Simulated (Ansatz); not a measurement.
Working through a comparison of dispersion corrections of C₂H₆F₂Si, SMILES C[SiH](F)CF

With Ansatz 0.2.0, Python API.

The cells in order, each with its output:

**Cell 1**
```python
import ansatz as az

geometry = (
    az.Crystal.molecule()
    .atom("C", [-0.874, -0.6722, 1.1139])
    .atom("Si", [0.6347, -0.0316, 0.3071])
    .atom("F", [1.613, -1.2769, 0.1998])
    .atom("C", [0.4318, 0.6325, -1.3989])
    .atom("F", [-0.5506, 1.6295, -1.3708])
    .atom("H", [-1.3923, -1.3987, 0.5033])
    .atom("H", [-0.6982, -1.0337, 2.1016])
    .atom("H", [-1.6073, 0.2035, 1.2052])
    .atom("H", [1.2802, 1.0159, 1.2163])
    .atom("H", [1.2776, 1.021, -1.8136])
    .atom("H", [-0.0496, -0.1463, -2.0432])
)
```

**Cell 2**
```python
base = geometry.calculation().basis(gaussian="def2-SVP").scf(lower_state_search="off")
for name in ["r2scan", "pbe"]:
    for correction in ("d3bj", "d4"):
        report = base.functional(name, dispersion=correction).run(threads=1).report
        print(f"{name:8s} {correction:5s} total {report['free_energy_ev']:.5f} eV, of which dispersion {1000 * report['dispersion']['energy']['ev']:.2f} meV")
```
Output:
```text
DeckWarning: the engine holds no damping parameters fitted to this dispersion correction and functional, so the run takes those fitted to r2scan beside the three-body term, which d3bj leaves out (hamiltonian.dispersion, under Limitations)
r2scan   d3bj  total -15471.77096 eV, of which dispersion -56.19 meV
r2scan   d4    total -15471.76351 eV, of which dispersion -48.74 meV
pbe      d3bj  total -15463.83962 eV, of which dispersion -202.00 meV
pbe      d4    total -15463.83397 eV, of which dispersion -196.35 meV
```

Reading the output:
- These settings explore the input space; basis and method may be short of convergence.
- Warnings are shown shortened and without file and line.
- The geometry is a force-field or estimated start, not a minimum of this method, and the basis set is short of its limit. D4 holds the three-body term, and d3bj doesn't.
- A dispersion term here runs with damping parameters fitted for another variant or functional.
- Hardware and time: 7.3 s on 1 thread of AMD EPYC 7R43 64-Core Processor (Zen 3), on a shared host, peak memory 0.19 GiB.
